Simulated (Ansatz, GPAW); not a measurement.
RuIBr: PBE in single-zeta orbitals, run from Python

These are simulated results from GPAW 26.7.0, not measurements. The cell was built from a prototype and was relaxed with r2SCAN in plane waves (Ansatz 0.2.0). It may be hypothetical. It is a single sheet, repeated along a and b, with vacuum along c. All runs are without spin polarisation.

The sheet's in-plane cell has a = 3.739 Å, b = 3.739 Å (γ = 120.0°), and its outermost atoms lie 3.24 Å apart along the normal. Ru is surrounded by 3 I at 2.54 Å and 3 Br at 2.87 Å; Br is surrounded by 3 Ru at 2.87 Å; I is surrounded by 3 Ru at 2.54 Å.

The basis is minimal: single zeta, one radial function for each shell that the log's basis lists. It describes the filled bands fairly and the empty ones poorly.

Input script:

```python
import json
from ase import Atoms
from gpaw import GPAW, PW, FermiDirac

atoms = Atoms(['Ru', 'Br', 'I'],
              cell=[[3.738987, -0.0, 0.0], [-1.869494, 3.238058, -0.0], [0.0, -0.0, 30.964985]],
              scaled_positions=[[0.333333, 0.666667, 0.284694], [0.666667, 0.333333, 0.34587], [0.666667, 0.333333, 0.241389]],
              pbc=True)
calc = GPAW(mode='lcao', basis='sz(dzp)', h=0.2, xc='PBE', kpts={'size': (6, 6, 1), 'gamma': True},
            occupations=FermiDirac(0.02), maxiter=100, legacy_gpaw=True, txt='gpaw.txt')
atoms.calc = calc
res = {'energy': atoms.get_potential_energy(force_consistent=True)}
res['electrons'] = calc.get_number_of_electrons()
res['k'] = calc.get_ibz_k_points().tolist()
res['levels'] = [calc.get_eigenvalues(kpt=i).tolist() for i in range(len(res['k']))]
points = [[0.0, 0.0, 0.0], [0.5, 0.0, 0.0], [0.333333, 0.333333, 0.0], [0.166667, 0.171875, 0.0]]
bands = calc.fixed_density(kpts=points, symmetry='off', txt='bands.txt')
res['points'] = [bands.get_eigenvalues(kpt=i).tolist() for i in range(len(points))]
json.dump(res, open('results.json', 'w'))
print('free energy (eV):', round(res['energy'], 5))
```

Command: `python run.py`. It took 11 s on 1 thread of Arm Neoverse V2 (shared host), peak memory 0.23 GiB.

The log gpaw.txt, trimmed of paths, versions and times, then the last line on the terminal. An iter line gives the energy in eV and the logarithms of the changes of orbitals (plane waves alone) and density (c: converged):

```
___ ___ ___ _ _ _
 |   |   |_  | | | |

 | | | | | . | | | |

 |__ |  _|___|_____|  26.7.0
 |___|_|

Input parameters:
  basis: sz(dzp)
  h: 0.2
  kpts: {gamma: True,
         size: (6, 6, 1)}
  maxiter: 100
  mode: lcao
  occupations: {fixmagmom: False,
                name: fermi-dirac,
                width: 0.02}
  xc: PBE

System changes: positions, numbers, cell, pbc, initial_charges, initial_magmoms

Initialize ...

species:
  Ru:
    name:    Ruthenium
    Z:       44.0
    valence: 16
    core:    28
    charge:  0.0  # [|e|]
    compensation charges:
      type: gauss
      rc: 0.39  # [Å]
      lmax: 2
    cutoffs:
      filter: 2.16  # [Å]
      core: 1.30  # [Å]
    projectors
    | kind |    occ | energy [eV] | rcut [Å] |

    |------|--------|-------------|----------|

    |   4s |  2.000 |     -76.316 |    1.281 |

    |   5s |  1.000 |      -4.236 |    1.281 |

    |   4p |  6.000 |     -46.423 |    1.286 |

    |   5p |  0.000 |      -0.913 |    1.286 |

    |   4d |  7.000 |      -5.203 |    1.254 |

    |    d |        |      22.008 |    1.254 |

    LCAO basis set for Ru:
      Name: sz(dzp)
      Number of radial functions: 5
      Number of spherical harmonics: 13
        l=0, rc=3.2969 Bohr: 4s-sz confined orbital
        l=0, rc=9.6875 Bohr: 5s-sz confined orbital
        l=1, rc=3.7656 Bohr: 4p-sz confined orbital
        l=1, rc=14.0938 Bohr: 5p-sz confined orbital
        l=2, rc=6.3281 Bohr: 4d-sz confined orbital
      Number of RI-basis functions 0

  Br:
    name:    Bromine
    Z:       35.0
    valence: 7
    core:    28
    charge:  0.0  # [|e|]
    compensation charges:
      type: gauss
      rc: 0.35  # [Å]
      lmax: 2
    cutoffs:
      filter: 1.98  # [Å]
      core: 2.38  # [Å]
    projectors
    | kind |    occ | energy [eV] | rcut [Å] |

    |------|--------|-------------|----------|

    |   4s |  2.000 |     -20.121 |    1.111 |

    |   4p |  5.000 |      -7.861 |    1.111 |

    |    s |        |       7.091 |    1.111 |

    |    p |        |      19.351 |    1.111 |

    |    d |        |       0.000 |    1.111 |

    LCAO basis set for Br:
      Name: sz(dzp)
      Number of radial functions: 2
      Number of spherical harmonics: 4
        l=0, rc=5.3594 Bohr: 4s-sz confined orbital
        l=1, rc=6.8125 Bohr: 4p-sz confined orbital
      Number of RI-basis functions 0

  I:
    name:    Iodine
    Z:       53.0
    valence: 7
    core:    46
    charge:  0.0  # [|e|]
    compensation charges:
      type: gauss
      rc: 0.37  # [Å]
      lmax: 2
    cutoffs:
      filter: 2.06  # [Å]
      core: 2.90  # [Å]
    projectors
    | kind |    occ | energy [eV] | rcut [Å] |

    |------|--------|-------------|----------|

    |   5s |  2.000 |     -17.382 |    1.164 |

    |   5p |  5.000 |      -7.088 |    1.164 |

    |    s |        |       9.829 |    1.164 |

    |    p |        |      20.123 |    1.164 |

    |    d |        |       0.000 |    1.164 |

    LCAO basis set for I:
      Name: sz(dzp)
      Number of radial functions: 2
      Number of spherical harmonics: 4
        l=0, rc=5.8750 Bohr: 5s-sz confined orbital
        l=1, rc=7.5156 Bohr: 5p-sz confined orbital
      Number of RI-basis functions 0

Reference energy: -387688.168378  # eV

Spin-paired calculation

Convergence criteria:
 Maximum [total energy] change in last 3 cyles: 0.0005 eV / valence electron
 Maximum integral of absolute [dens]ity change: 0.0001 electrons / valence electron
 Maximum integral of absolute [eigenst]ate change: 4e-08 eV^2 / valence electron
 Maximum number of scf [iter]ations: 100
 (Square brackets indicate name in SCF output, whereas a 'c' in
 the SCF output indicates the quantity has converged.)

Symmetries present (total): 1

  ( 1  0  0)
  ( 0  1  0)
  ( 0  0  1)

36 k-points: 6 x 6 x 1 Monkhorst-Pack grid + [1/12,1/12,0.000000]
20 k-points in the irreducible part of the Brillouin zone
       k-points in crystal coordinates                weights
   0:     0.00000000    0.00000000    0.00000000          1/36
   1:     0.00000000    0.16666667    0.00000000          2/36
   2:     0.00000000    0.33333333    0.00000000          2/36
   3:     0.00000000    0.50000000    0.00000000          1/36
   4:     0.16666667   -0.33333333    0.00000000          2/36
   5:     0.16666667   -0.16666667    0.00000000          2/36
   6:     0.16666667    0.00000000    0.00000000          2/36
   7:     0.16666667    0.16666667    0.00000000          2/36
   8:     0.16666667    0.33333333    0.00000000          2/36
   9:     0.16666667    0.50000000    0.00000000          2/36
          ...
  19:     0.50000000    0.50000000    0.00000000          1/36

Wave functions: LCAO
  Diagonalizer: Serial LAPACK
  Atomic Correction: dense with blas
  Data-type: complex

Occupation numbers: Fermi-Dirac:
  width: 0.0200  # eV

Eigensolver
   LCAO using direct dense diagonalizer

Densities:
  Coarse grid: 16*16*156 grid
  Fine grid: 32*32*312 grid
  Total Charge: 0.000000

Density mixing:
  Method: separate
  Backend: msr1
  Linear mixing parameter: 0.05
  old densities: 10
  Width of damping distribution: 1.1
  Damping of long wavelength oscillations: 20

Hamiltonian:
  XC and Coulomb potentials evaluated on a 32*32*312 grid
  Using the PBE Exchange-Correlation functional
  Interpolation: tri-quintic (5. degree polynomial)
  Poisson solver: FastPoissonSolver using
    Stencil: 8*3+1=25 point O(h^6) finite-difference Laplacian
    FFT axes: [np.int64(0), np.int64(1), np.int64(2)]
    FST axes: []

XC parameters: PBE with 2 nearest neighbor stencil

Memory estimate:
  Process memory now: 148.54 MiB
  Calculator: 37.16 MiB
    Density: 24.11 MiB
      Arrays: 7.92 MiB
      Localized functions: 10.09 MiB
      Mixer: 6.09 MiB
    Hamiltonian: 5.90 MiB
      Arrays: 5.18 MiB
      XC: 0.00 MiB
      Poisson: 0.00 MiB
      vbar: 0.72 MiB
    Wavefunctions: 7.16 MiB
      C [qnM]: 0.13 MiB
      S, T [2 x qmm]: 0.27 MiB
      P [aqMi]: 0.02 MiB
      BasisFunctions: 6.73 MiB
      Eigensolver: 0.00 MiB

Total number of cores used: 1

Number of atoms: 3
Number of atomic orbitals: 21
Number of bands in calculation: 21
Number of valence electrons: 30
Bands to converge: occupied
Positions:
   0 Ru    -0.000002    2.158706    8.815545    ( 0.0000,  0.0000,  0.0000)
   1 Br     1.869495    1.079352   10.709859    ( 0.0000,  0.0000,  0.0000)
   2 I      1.869495    1.079352    7.474607    ( 0.0000,  0.0000,  0.0000)

Unit cell:
           periodic     x           y           z      points  spacing
  1. axis:    yes    3.738987   -0.000000    0.000000    16     0.2024
  2. axis:    yes   -1.869494    3.238058   -0.000000    16     0.2024
  3. axis:    yes    0.000000   -0.000000   30.964985   156     0.1985

  Lengths:   3.738987   3.738987  30.964985
  Angles:   90.000000  90.000000 120.000005

Effective grid spacing dv^(1/3) = 0.2110

iter:   1    -9.499490        c
iter:   2    -9.066579        c -1.23
iter:   3    -8.449033        c -1.30
iter:   4    -8.360167        c -1.62
iter:   5    -8.348802        c -2.12
iter:   6    -8.341423        c -2.34
iter:   7    -8.340642c       c -2.73
iter:   8    -8.340612c       c -3.52
iter:   9    -8.340600c       c -3.69
iter:  10    -8.340596c       c -4.02c

Converged after 10 iterations.

Energy contributions relative to reference atoms: (reference = -387688.168378)

Kinetic:        +43.291485
Potential:      -36.663591
External:        +0.000000
XC:             -14.960238
Entropy (-ST):   -0.000000
Local:           -0.008251
SIC:             +0.000000
--------------------------
Free energy:     -8.340596
Extrapolated:    -8.340596

Showing only first 2 kpts
 Kpt  Band  Eigenvalues  Occupancy
  0    13     -2.27686    2.00000
  0    14     -2.27595    2.00000
  0    15     -1.05255    0.00000
  0    16     -1.05218    0.00000

  1    13     -2.44379    2.00000
  1    14     -2.25874    2.00000
  1    15     -1.33220    0.00000
  1    16     -1.10840    0.00000

Fermi level: -1.72077

Gap: 0.586 eV
Transition (v -> c):
  (s=0, k=14, n=14, [0.33, 0.33, 0.00]) -> (s=0, k=2, n=15, [0.00, 0.33, 0.00])
Direct/indirect transitions are different
Direct gap: 0.754 eV
Transition at: (s=0, k=14, n=14, [0.33, 0.33, 0.00])

free energy (eV): -8.3406
```

The gap in the log is over the mesh alone; results.json adds the listed points. PBE in single-zeta orbitals gives a gap of 0.59 eV. On the same cell, plane-wave PBE (Ansatz, 12×12×1 k points and the special points) gives a gap of 0.57 eV and r2SCAN a gap of 0.81 eV; on shared hosts these took about 23 and 53 core-seconds on the 3-atom cell, against 11 for the script. Spin-orbit coupling, left out in all these runs, can cut or reorder the gap by tenths of an eV, up to about 1 eV with Pb or Bi.

Spin-orbit coupling is left out, which matters wherever the heavy atoms make up the band edges.
